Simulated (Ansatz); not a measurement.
I need a convergence test of the plane-wave cutoff of Ta, space group Im-3m. Use Ansatz's Python interface. Use (first run): PBEsol, PAW, cutoff 250 eV, 13×13×13 k-points, Methfessel-Paxton smearing of 0.1 eV, D4 dispersion. The script varies cutoff (eV): 250, 350, 450, 550.

```
CELL_PARAMETERS angstrom
-1.65128 1.65128 1.65128
1.65128 -1.65128 1.65128
1.65128 1.65128 -1.65128
ATOMIC_POSITIONS crystal
Ta 0.00000 0.00000 0.00000
```

The script, `ta_ecut.py`:
```python
'''Cutoff test for Ta.'''

import warnings

import ansatz as az
import pandas as pd
from pymatgen.core import Lattice, Structure
from pymatgen.io.ase import AseAtomsAdaptor


def main() -> None:
    warnings.simplefilter('ignore', az.DeckWarning)

    pmg_structure = Structure(
        Lattice([(-1.65128, 1.65128, 1.65128), (1.65128, -1.65128, 1.65128), (1.65128, 1.65128, -1.65128)]),
        ['Ta'],
        [
            (0.0, 0.0, 0.0),
        ],
    )
    system = az.Crystal.from_ase(AseAtomsAdaptor.get_atoms(pmg_structure))

    base = (
        system.calculation()
        .functional('PBEsol', dispersion='D4')
        .kpoints(13)  # sampling of the Brillouin zone
        .occupations('methfessel_paxton', width=0.1)  # smearing steadies the SCF of a metal
        .forces()  # minus the gradient of the free energy
        .stress()
    )

    rows = []
    for value in [250, 350, 450, 550]:
        rep = base.basis(value).run(threads=1).report
        rows.append((value, rep['free_energy_ev'] / len(rep['lattice']['sites']), rep['n_iterations'], sum(rep['stress_gpa'][i][i] for i in range(3)) / 3, max(abs(f) for row in rep['forces_ev_ang'] for f in row), rep['n_pw']))

    table = pd.DataFrame(rows, columns=['cutoff (eV)', 'F/atom (eV)', 'iterations', 'P (GPa)', 'max component (eV/A)', 'plane waves'])
    print(table.round(5).to_string(index=False))

    # the last row is the reference
    for row in rows[:-1]:
        shift = 1000 * (row[1] - rows[-1][1])
        print(f'{row[0]}: {shift:+.2f} meV/atom' + ('  (within 2 meV)' if abs(shift) < 2 else ''))


if __name__ == '__main__':
    main()
```

```console
$ python ta_ecut.py
 cutoff (eV)  F/atom (eV)  iterations  P (GPa)  max component (eV/A)  plane waves
         250  -9806.55834           5 -4.21321                   0.0          177
         350  -9806.67491           5 -4.61961                   0.0          249
         450  -9806.67932           4 -4.65203                   0.0          381
         550  -9806.67961           4 -4.65202                   0.0          531
250: +121.27 meV/atom
350: +4.70 meV/atom
450: +0.29 meV/atom  (within 2 meV)
```

From 450 eV on it stays within 2 meV an atom of the value at 550 eV; the first row (250 eV) is off by 121.3 meV and the last but one by 0.29 meV. The energy falls steadily, as expected when plane waves are added. The pressure moves from -4.21 to -4.65 GPa (the program's stress holds a Pulay correction, so it settles early).

Caveats:
- The run is spin-unpolarised.
- Dispersion corrections can be off by several per cent in the lattices of metals, and by several GPa in the pressure at a fixed cell.
- For a metal this k-point mesh is coarse: on a finer one energies can move by several to tens of meV an atom and pressures by half a GPa or more, differences at one mesh by less.
- Forces vanish by symmetry here and test nothing.
- Pressure is positive in compression.
- Spin-orbit coupling, which matters for elements this heavy, is left out.
- Shifts are counted from the last row, which is itself no proven limit.
- The script silences the warnings on its input, which a real study should read.
- The whole script took 7.6 s on 1 thread of Intel(R) Xeon(R) Platinum 8259CL CPU @ 2.50GHz (Skylake/Cascade Lake), with other jobs on the host, peak memory 0.48 GiB.
